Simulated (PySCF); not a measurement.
**A diatomic session: NdO**

Aim: find the lowest electronic state of NdO, scan its bond at several levels of theory, and get bond length, wavenumber and dissociation energy from each curve.

Program: PySCF 2.14.0. Level of theory: Nd x2c-SVPall, O x2c-SVPall, spin-free X2C with a Gaussian nucleus. These are calculated values, not measurements.

## (1) The job

A driver script around PySCF takes these settings:

| Quantity | Value |
| --- | --- |
| atoms | Nd, O |
| charge | 0 |
| basis | Nd x2c-SVPall, O x2c-SVPall |
| Hamiltonian | spin-free X2C with a Gaussian nucleus |
| basis functions | 99 |
| electrons treated | 68 |
| masses in u | 141.9077, 15.9949 |
| levels | PBE0, PBE, r²SCAN, B2PLYP, revPBE, CAM-B3LYP, HF, MP2, SCS-MP2 |
| grid | 80 radial by 434 angular points |
| occupations | held fixed by the projection of orbital angular momentum |
| dissociation limit | Nd + O, each in its ground configuration |
| starting distance in angstrom | 1.983 |
| values of 2S to try | 2, 4, 6 |

On the command line:

```
OMP_NUM_THREADS=2 python dia.py task.json out
```

The runs that follow: The PBE0 curve of the state that the search chose; Other states along the same grid; PBE (GGA); r²SCAN (meta-GGA); B2PLYP; revPBE; CAM-B3LYP (range-separated hybrid); UHF.

Q: Predict the outcome of this session. Wanted: for each run, Re; ωe; De; μ.

As calculated:

Lowest PBE0 solution found, without spin–orbit coupling: quintet, unpaired electrons σ ↑↑, δ ↑, φ ↑, about 3.4 electrons in the 4f shell (Mulliken). State 2 has its PBE0 minimum 0.13 eV higher, as a spin-mixed determinant (⟨S²⟩ = 3.01), so this is no gap between pure states. State 3 has its PBE0 minimum 1.74 eV higher, as a spin-mixed determinant (⟨S²⟩ = 3.01), so this is no gap between pure states. The other levels ran on the lowest alone.

```csv
level,Re (Å),ωe (cm⁻¹),De (eV),μ (D)
UHF,1.798,883,4.64,-3.94
UHF-MP2,1.802,863,8.21,n/a
UHF-SCS-MP2,1.804,868,7.99,n/a
r²SCAN,1.795,850,7.03,-3.05
PBE0,1.781,879,6.63,-3.17
CAM-B3LYP,1.785,887,6.51,-3.39
B2PLYP,1.807,842,7.01,-3.90
```

De is counted to Nd + O in their ground configurations. A positive dipole means Nd(−)O(+). No constants: PBE (the points don't follow one smooth fit); revPBE (the points don't follow one smooth fit).

**Reading.** Bond lengths run from 1.781 Å (PBE0) to 1.807 Å (B2PLYP). Of the levels with a De here, UHF gives the least (4.64 eV) and UHF-MP2 the most (8.21 eV).

Correlated steps freeze 19 core orbitals. Spin–orbit coupling is left out, which matters for elements this heavy, above all for dissociation energies. B2PLYP dipoles, levels and charges come from its SCF part alone. With d or f electrons several states lie close, and the lowest PBE0 determinant need not be the measured ground state. At some levels the lowest empty orbital lies below the highest filled one (the two can be of opposite spin). With spin–orbit coupling the term label itself may not hold.
